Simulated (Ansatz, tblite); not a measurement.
# In13As13 zinc blende bond sphere (In13As13H30): rung by rung

How do method and basis change the picture of In13As13 zinc blende bond sphere (In13As13H30) (singlet)?

The runs use Ansatz 0.2.0, Gaussian basis; as each input shows.

Plan: GFN1-xTB, GFN2-xTB, PBE-D4/def2-SVP, r2SCAN-D4/def2-SVP, B3LYP-D4/def2-SVP, PBE0-D4/def2-TZVP, PBE-D4/def2-TZVP, MP2/def2-SVP.

1 further run of the same task is left out (set aside as unsound or not needed). Runs told in other sessions of the task aren't counted.

### Step 1. The structure

The singlet was relaxed beforehand with r2SCAN-D4/def2-SVP.

56 atoms, charge 0, spin multiplicity 1.

Bond lengths: In1–As14 2.672 Å, In1–As15 2.671 Å, In1–As17 2.661 Å, In1–H27 1.729 Å, In2–As14 2.624 Å, In2–As16 2.696 Å, In2–As18 2.668 Å, In2–H28 1.725 Å, In3–As14 2.720 Å, In3–As19 2.720 Å, In3–H29 1.724 Å, In3–H30 1.728 Å, In4–As17 2.661 Å, In4–As19 2.672 Å, In4–As20 2.672 Å, In4–H31 1.729 Å, In5–As18 2.668 Å, In5–As19 2.624 Å and more. Angles: As14–In1–As15 112.5°, As14–In1–As17 104.2°, As14–In1–H27 111.0°, As15–In1–As17 104.2°, As15–In1–H27 111.0°, As17–In1–H27 113.7°, As14–In2–As16 104.5°, As14–In2–As18 100.2°, As14–In2–H28 121.8°, As16–In2–As18 102.3°, As16–In2–H28 111.2°, As18–In2–H28 114.5°, As14–In3–As19 93.6°, As14–In3–H29 107.4°, As14–In3–H30 106.9°, As19–In3–H29 107.4°, As19–In3–H30 106.9°, H29–In3–H30 129.0° and more.

In takes a core potential in the def2 sets. No spin-orbit coupling is included.

PBE0-D4/def2-SVP was run before; its log isn't repeated, and its numbers join the tables.

### Step 2. GFN1-xTB

Tight binding, by tblite at 300 K electronic temperature and without a spin-polarisation term:

```python
tblite.interface.Calculator('GFN1-xTB', numbers, positions, charge=0, uhf=0).singlepoint()
```

Energy -1835.0447 eV, HOMO -9.19 eV, LUMO -6.93 eV; 0.87 s.

### Step 3. GFN2-xTB

Tight binding, by tblite at 300 K electronic temperature and without a spin-polarisation term:

```python
tblite.interface.Calculator('GFN2-xTB', numbers, positions, charge=0, uhf=0).singlepoint()
```

Energy -1685.5265 eV, HOMO -10.09 eV, LUMO -7.37 eV; 0.89 s.

### Step 4. PBE-D4/def2-SVP

start.molden holds the orbitals of an earlier run on this state, given as this run's starting guess.

Input file in.yaml:

```yaml
crystal:
  periodic: [false, false, false]
  atoms:
    - {symbol: In, position_ang: [-2.344856, -2.345052, -0.729661]}
    - {symbol: In, position_ang: [-2.465245, 0.913911, -3.899838]}
    - {symbol: In, position_ang: [-5.612973, 0.815474, -0.816654]}
    - {symbol: In, position_ang: [-2.343178, 0.725121, 2.342731]}
    - {symbol: In, position_ang: [-2.464035, 3.896039, -0.914965]}
    - {symbol: In, position_ang: [0.911130, -2.466378, -3.901007]}
    - {symbol: In, position_ang: [0.809043, -5.615140, -0.813464]}
    - {symbol: In, position_ang: [0.726919, -2.345702, 2.341359]}
    - {symbol: In, position_ang: [3.893929, -2.466820, -0.919060]}
    - {symbol: In, position_ang: [0.694923, 0.694514, -0.700033]}
    - {symbol: In, position_ang: [0.916726, 3.893685, 2.460929]}
    - {symbol: In, position_ang: [3.897352, 0.911888, 2.459072]}
    - {symbol: In, position_ang: [0.820522, 0.815239, 5.610311]}
    - {symbol: As, position_ang: [-3.751864, -0.610322, -2.195422]}
    - {symbol: As, position_ang: [-0.612256, -3.753307, -2.195974]}
    - {symbol: As, position_ang: [-0.761946, -0.760787, -5.149975]}
    - {symbol: As, position_ang: [-0.805770, -0.806993, 0.802911]}
    - {symbol: As, position_ang: [-0.850810, 2.227708, -2.230995]}
    - {symbol: As, position_ang: [-3.750834, 2.192493, 0.609984]}
    - {symbol: As, position_ang: [-0.607868, 2.190864, 3.748997]}
    - {symbol: As, position_ang: [-0.756688, 5.144754, 0.757182]}
    - {symbol: As, position_ang: [2.225611, -0.851941, -2.232714]}
    - {symbol: As, position_ang: [2.192097, -3.753799, 0.607793]}
    - {symbol: As, position_ang: [2.194949, -0.612616, 3.747917]}
    - {symbol: As, position_ang: [5.145527, -0.760031, 0.751526]}
    - {symbol: As, position_ang: [2.228720, 2.225523, 0.844649]}
    - {symbol: H, position_ang: [-3.391997, -3.390175, 0.165905]}
    - {symbol: H, position_ang: [-3.296534, 1.916868, -5.031150]}
    - {symbol: H, position_ang: [-6.392829, -0.272186, 0.269977]}
    - {symbol: H, position_ang: [-6.317944, 1.932012, -1.931887]}
    - {symbol: H, position_ang: [-3.389879, -0.169601, 3.388932]}
    - {symbol: H, position_ang: [-3.294544, 5.029434, -1.916334]}
    - {symbol: H, position_ang: [1.913395, -3.297298, -5.033173]}
    - {symbol: H, position_ang: [-0.281775, -6.386833, 0.275908]}
    - {symbol: H, position_ang: [1.921959, -6.328019, -1.927145]}
    - {symbol: H, position_ang: [-0.171528, -3.389788, 3.386906]}
    - {symbol: H, position_ang: [5.025906, -3.297760, -1.921690]}
    - {symbol: H, position_ang: [1.921100, 5.023990, 3.291963]}
    - {symbol: H, position_ang: [5.029148, 1.914633, 3.290018]}
    - {symbol: H, position_ang: [-0.265151, -0.270520, 6.394100]}
    - {symbol: H, position_ang: [1.937688, 1.932674, 6.310770]}
    - {symbol: H, position_ang: [-4.560075, -1.494468, -3.126283]}
    - {symbol: H, position_ang: [-1.497243, -4.561881, -3.125725]}
    - {symbol: H, position_ang: [-1.580105, -1.577613, -6.126815]}
    - {symbol: H, position_ang: [0.016011, 0.015886, -6.191377]}
    - {symbol: H, position_ang: [0.062955, 3.083800, -3.084876]}
    - {symbol: H, position_ang: [-4.557278, 3.123472, 1.495640]}
    - {symbol: H, position_ang: [-1.490121, 3.122765, 4.558045]}
    - {symbol: H, position_ang: [-1.571073, 6.124569, 1.574347]}
    - {symbol: H, position_ang: [0.021738, 6.183652, -0.022586]}
    - {symbol: H, position_ang: [3.082272, 0.061315, -3.086606]}
    - {symbol: H, position_ang: [3.123635, -4.560779, 1.492342]}
    - {symbol: H, position_ang: [3.126912, -1.495931, 4.555707]}
    - {symbol: H, position_ang: [6.129789, -1.573555, 1.564189]}
    - {symbol: H, position_ang: [6.180238, 0.020903, -0.031353]}
    - {symbol: H, position_ang: [3.083801, 3.080313, -0.069251]}
basis:
  gaussian: {orbitals: def2-SVP, fitting: {mean_field: def2-universal-jkfit}, initial_orbitals: start.molden}
hamiltonian: {xc: pbe, dispersion: d4}
scf: {omitted_lower_state_checks: [starts]}
output: {orbitals: {seedname: orbitals}}
```

On the command line:

```
ansatz run in.yaml --threads 11 --pin off --events-out ev --progress --plain --max-ram 174080MiB --backend cuda --devices 0, --max-vram 75GiB
```

Standard output:

```text
Functional definition: PBE
  name "PBE"
  cite "Perdew, Burke & Ernzerhof, Phys. Rev. Lett. 77, 3865 (1996) doi:10.1103/PhysRevLett.77.3865"
  parent pbe
  parameter kappa = 0.804
  parameter beta = 0.06672455060314922
  exchange = pbe_x(kappa = kappa, mu = beta*pi^2/3)
  correlation = pbe_c(beta = beta)
these checks for a lower state are left out or cut short: starts
6832 factors; integrals over basis functions are off by at most 3.4e-1 eV
mean field evaluation 1: about -858484.5275 eV, gradient 2.1e1 eV
mean field evaluation 2: about -858485.5231 eV, gradient 9.9e-1 eV
mean field evaluation 4: about -858485.5604 eV, gradient 6.5e-2 eV
mean field -858485.56046123 eV, -31548.7624445374 hartree, gradient 5.5e-5 eV, S^2 0.000000; 0 other end points of the search recorded, 0 dependent functions left out
reference -858485.56061912 eV, -31548.7624503399 hartree; 366, 366 occupied and 538, 538 virtual orbitals, 6832 factors
Total energy: -858490.40176698 eV, -31548.9403592423 hartree
Checks for a lower state left out: starts
```

Run time: 15 s. Hardware: 1 × H100 with 11 threads of AMD EPYC 7R13, shared host; peak host memory 1.7 GiB.

From the report: HOMO -5.71 eV, LUMO -2.71 eV.

### Step 5. r2SCAN-D4/def2-SVP

Edit in.yaml of step 4 so:

```diff
@@ -61,3 +61,3 @@
   gaussian: {orbitals: def2-SVP, fitting: {mean_field: def2-universal-jkfit}, initial_orbitals: start.molden}
-hamiltonian: {xc: pbe, dispersion: d4}
+hamiltonian: {xc: r2scan, dispersion: d4}
 scf: {omitted_lower_state_checks: [starts]}
```

The command is unchanged.

Standard output:

```text
Functional definition: r2SCAN
  name "r2SCAN"
  cite "Furness, Kaplan, Ning, Perdew & Sun, J. Phys. Chem. Lett. 11, 8208 (2020) doi:10.1021/acs.jpclett.0c02405"
  cite "Furness, Kaplan, Ning, Perdew & Sun, J. Phys. Chem. Lett. 11, 9248 (2020) doi:10.1021/acs.jpclett.0c03077"
  parent r2scan
  parameter k0 = 0.174
  parameter k1 = 0.065
  parameter a1 = 4.9479
  exchange = r2scan_x(k0 = k0, k1 = k1, a1 = a1)
  correlation = r2scan_c
these checks for a lower state are left out or cut short: starts
6832 factors; integrals over basis functions are off by at most 3.4e-1 eV
mean field evaluation 1: about -858630.8292 eV, gradient 1.4e1 eV
mean field evaluation 2: about -858631.2295 eV, gradient 4.1e-1 eV
mean field evaluation 4: about -858631.2546 eV, gradient 1.1e-3 eV
mean field -858631.25457918 eV, -31554.1166046170 hartree, gradient 2.2e-5 eV, S^2 0.000000; 0 other end points of the search recorded, 0 dependent functions left out
reference -858631.25462965 eV, -31554.1166064718 hartree; 366, 366 occupied and 538, 538 virtual orbitals, 6832 factors
Total energy: -858632.62063340 eV, -31554.1668061839 hartree
Checks for a lower state left out: starts
```

Run time: 16 s. Hardware: 1 × H100 with 11 threads of AMD EPYC 7R13, shared host; peak host memory 1.7 GiB.

From the report: HOMO -5.94 eV, LUMO -2.55 eV.

### Step 6. B3LYP-D4/def2-SVP

Edit in.yaml of step 5 so:

```diff
@@ -61,4 +61,4 @@
   gaussian: {orbitals: def2-SVP, fitting: {mean_field: def2-universal-jkfit}, initial_orbitals: start.molden}
-hamiltonian: {xc: r2scan, dispersion: d4}
+hamiltonian: {xc: {name: B3LYP}, dispersion: d4}
 scf: {omitted_lower_state_checks: [starts]}
-output: {orbitals: {seedname: orbitals}}
+output: {forces: true, orbitals: {seedname: orbitals}}
```

Same command.

Standard output, shortened:

```text
Functional definition: B3LYP
  name "B3LYP"
  cite "Stephens, Devlin, Chabalowski & Frisch, J. Phys. Chem. 98, 11623 (1994) doi:10.1021/j100096a001"
  cite "Becke, Phys. Rev. A 38, 3098 (1988) doi:10.1103/PhysRevA.38.3098"
  cite "Lee, Yang & Parr, Phys. Rev. B 37, 785 (1988) doi:10.1103/PhysRevB.37.785"
  cite "Vosko, Wilk & Nusair, Can. J. Phys. 58, 1200 (1980) doi:10.1139/p80-159"
[...]
6832 factors; integrals over basis functions are off by at most 3.4e-1 eV
[...]
mean field -858642.25836586 eV, -31554.5209863190 hartree, gradient 1.7e-5 eV, S^2 0.000000; 0 other end points of the search recorded, 0 dependent functions left out
[...]
reference -858642.25922213 eV, -31554.5210177864 hartree; 366, 366 occupied and 538, 538 virtual orbitals, 6832 factors
Total energy: -858650.15999443 eV, -31554.8113658130 hartree
[...]
Atom 47 at    -1.490121     3.122765     4.558045 Å, force    -0.039691     0.043048     0.027132 eV/Å
Atom 48 at    -1.571073     6.124569     1.574347 Å, force    -0.048108     0.043431     0.046805 eV/Å
Atom 49 at     0.021738     6.183652    -0.022586 Å, force     0.045738     0.045666    -0.044708 eV/Å
Atom 50 at     3.082272     0.061315    -3.086606 Å, force     0.031384     0.044221    -0.033472 eV/Å
Atom 51 at     3.123635    -4.560779     1.492342 Å, force     0.043113    -0.028553     0.037079 eV/Å
Atom 52 at     3.126912    -1.495931     4.555707 Å, force     0.043062    -0.039812     0.027031 eV/Å
Atom 53 at     6.129789    -1.573555     1.564189 Å, force     0.043518    -0.047822     0.047248 eV/Å
Atom 54 at     6.180238     0.020903    -0.031353 Å, force     0.045137     0.045273    -0.044763 eV/Å
Atom 55 at     3.083801     3.080313    -0.069251 Å, force     0.032095     0.032523    -0.044208 eV/Å
Dipole moment:     0.962711     0.959670    -0.965477 e Å
Checks for a lower state left out: starts
```

Run time: 28 s. Hardware: 1 × H100 with 11 threads of AMD EPYC 7R13, shared host; peak host memory 12 GiB.

From the report: HOMO -6.42 eV, LUMO -2.25 eV.

### Step 7. PBE0-D4/def2-TZVP

Edit in.yaml of step 6 so:

```diff
@@ -60,5 +60,5 @@
 basis:
-  gaussian: {orbitals: def2-SVP, fitting: {mean_field: def2-universal-jkfit}, initial_orbitals: start.molden}
-hamiltonian: {xc: {name: B3LYP}, dispersion: d4}
+  gaussian: {orbitals: def2-TZVP, fitting: {mean_field: def2-universal-jkfit}, initial_orbitals: start.molden}
+hamiltonian: {xc: pbe0, dispersion: d4}
 scf: {omitted_lower_state_checks: [starts]}
-output: {forces: true, orbitals: {seedname: orbitals}}
+output: {orbitals: {seedname: orbitals}}
```

The command is unchanged.

Standard output, shortened:

```text
Functional definition: PBE0
  name "PBE0"
  cite "Adamo & Barone, J. Chem. Phys. 110, 6158 (1999) doi:10.1063/1.478522"
  cite "Perdew, Burke & Ernzerhof, Phys. Rev. Lett. 77, 3865 (1996) doi:10.1103/PhysRevLett.77.3865"
  parent pbe
[...]
6832 factors; integrals over basis functions are off by at most 6.2e-1 eV
[...]
mean field -858611.11236309 eV, -31553.3763918286 hartree, gradient 1.8e-5 eV, S^2 0.000000; 0 other end points of the search recorded, 0 dependent functions left out
reference -858611.11251000 eV, -31553.3763972276 hartree; 366, 366 occupied and 1088, 1088 virtual orbitals, 6832 factors
Total energy: -858615.60278291 eV, -31553.5414117134 hartree
Checks for a lower state left out: starts
```

Run time: 25 s. Hardware: 1 × H100 with 11 threads of AMD EPYC 7R13, shared host; peak host memory 1.9 GiB.

Report: HOMO -6.67 eV, LUMO -2.09 eV.

### Step 8. PBE-D4/def2-TZVP

Edit in.yaml of step 7 so:

```diff
@@ -61,3 +61,3 @@
   gaussian: {orbitals: def2-TZVP, fitting: {mean_field: def2-universal-jkfit}, initial_orbitals: start.molden}
-hamiltonian: {xc: pbe0, dispersion: d4}
+hamiltonian: {xc: pbe, dispersion: d4}
 scf: {omitted_lower_state_checks: [starts]}
```

The command is unchanged.

Standard output:

```text
Functional definition: PBE
  name "PBE"
  cite "Perdew, Burke & Ernzerhof, Phys. Rev. Lett. 77, 3865 (1996) doi:10.1103/PhysRevLett.77.3865"
  parent pbe
  parameter kappa = 0.804
  parameter beta = 0.06672455060314922
  exchange = pbe_x(kappa = kappa, mu = beta*pi^2/3)
  correlation = pbe_c(beta = beta)
these checks for a lower state are left out or cut short: starts
6832 factors; integrals over basis functions are off by at most 6.2e-1 eV
mean field evaluation 1: about -858578.0488 eV, gradient 4.0e2 eV
mean field evaluation 2: about -858585.7383 eV, gradient 1.5e1 eV
mean field evaluation 4: about -858586.5948 eV, gradient 7.1e-1 eV
mean field evaluation 8: about -858586.5988 eV, gradient 1.2e-5 eV
mean field -858586.59881785 eV, -31552.4755356571 hartree, gradient 1.2e-5 eV, S^2 0.000000; 0 other end points of the search recorded, 0 dependent functions left out
reference -858586.59901853 eV, -31552.4755430319 hartree; 366, 366 occupied and 1088, 1088 virtual orbitals, 6832 factors
Total energy: -858591.44016639 eV, -31552.6534519343 hartree
Checks for a lower state left out: starts
```

It took 16 s on 1 × H100 with 11 threads of AMD EPYC 7R13, shared host; peak host memory 1.9 GiB.

Report: HOMO -5.78 eV, LUMO -2.80 eV.

### Step 9. MP2/def2-SVP

Edit in.yaml of step 8 so:

```diff
@@ -60,4 +60,4 @@
 basis:
-  gaussian: {orbitals: def2-TZVP, fitting: {mean_field: def2-universal-jkfit}, initial_orbitals: start.molden}
-hamiltonian: {xc: pbe, dispersion: d4}
+  gaussian: {orbitals: def2-SVP, initial_orbitals: start.molden}
+correlation: {method: mp2}
 scf: {omitted_lower_state_checks: [starts]}
```

Launched as before.

Standard output:

```text
Functional definition: HF
  name "HF"
  cite "Fock, Z. Phys. 61, 126 (1930) doi:10.1007/BF01340294"
  parent pbe
  exchange = exact_x
  correlation = 0
these checks for a lower state are left out or cut short: starts
10045 factors; integrals over basis functions are off by at most 1.1e-3 eV
mean field evaluation 1: about -857661.3928 eV, gradient 5.4e1 eV
mean field evaluation 2: about -857668.2948 eV, gradient 5.9e0 eV
mean field evaluation 4: about -857668.9035 eV, gradient 7.4e-1 eV
mean field evaluation 8: about -857668.9052 eV, gradient 6.9e-6 eV
mean field -857668.90524769 eV, -31518.7509189887 hartree, gradient 6.9e-6 eV, S^2 0.000000; 0 other end points of the search recorded, 0 dependent functions left out
169 core orbitals not correlated: weight in the atoms' cores, before any rotation towards them, 1.000 or more for the frozen orbitals, at most 0.000 for the correlated occupied ones
reference -857668.90524769 eV, -31518.7509189887 hartree; 197, 197 occupied and 538, 538 virtual orbitals, 10045 factors
second order -119.18652211 eV of doubles, -0.00000000 eV of singles
Total energy: -857788.09176980 eV, -31523.1309428885 hartree
Checks for a lower state left out: starts
```

It took 29 s on 1 × H100 with 11 threads of AMD EPYC 7R13, shared host; peak host memory 2.9 GiB.

Hartree-Fock HOMO -8.68 eV, LUMO 0.94 eV.

### Step 10. Levels side by side

| level | functions | HOMO (eV) | LUMO (eV) | gap (eV) | time |
| --- | --- | --- | --- | --- | --- |
| PBE-D4/def2-SVP | 904 | -5.71 | -2.71 | 3.00 | 15 s |
| PBE-D4/def2-TZVP | 1454 | -5.78 | -2.80 | 2.98 | 16 s |
| r2SCAN-D4/def2-SVP | 904 | -5.94 | -2.55 | 3.39 | 16 s |
| B3LYP-D4/def2-SVP | 904 | -6.42 | -2.25 | 4.17 | 28 s |
| PBE0-D4/def2-SVP | 904 | -6.62 | -2.03 | 4.60 | 27 s |
| PBE0-D4/def2-TZVP | 1454 | -6.67 | -2.09 | 4.57 | 25 s |

The pieces so far (eV):

| basis | HF | MP2 correlation | total |
| --- | --- | --- | --- |
| def2-SVP | -857668.9052 | -119.1865 | -857788.0918 (MP2) |

### Step 11. Binding energy

Free atoms were run apart at each level; binding is atoms less cluster, divided by the number of atoms, without zero-point or spin-orbit terms.

| level | binding an atom (eV) |
| --- | --- |
| HF/def2-SVP | 1.540 |
| PBE-D4/def2-SVP | 2.426 |
| PBE-D4/def2-TZVP | 2.442 |
| r2SCAN-D4/def2-SVP | 2.428 |
| B3LYP-D4/def2-SVP | 2.413 |
| PBE0-D4/def2-SVP | 2.422 |
| PBE0-D4/def2-TZVP | 2.440 |
| MP2/def2-SVP | 2.232 |

### Step 12. Outcome

| quantity | value |
| --- | --- |
| gap in def2-SVP, named functionals, smallest and largest | 3.00 eV (PBE-D4), 4.60 eV (PBE0-D4) |
| correlation energy, MP2/def2-SVP | -119.19 eV |
| binding an atom, functionals in def2-SVP | 2.41 (B3LYP-D4) to 2.43 eV (r2SCAN-D4) |
| PBE0 total energy, smallest basis above largest | 100.37 eV (def2-SVP, def2-TZVP) |

**Reading.** Over the named functionals in def2-SVP the gap runs from 3.00 eV (PBE-D4) to 4.60 eV (PBE0-D4); exact exchange widens it.

The slowest run with a step of its own, MP2/def2-SVP, took 29 s; the quickest functional in def2-SVP took 15 s (shared host).
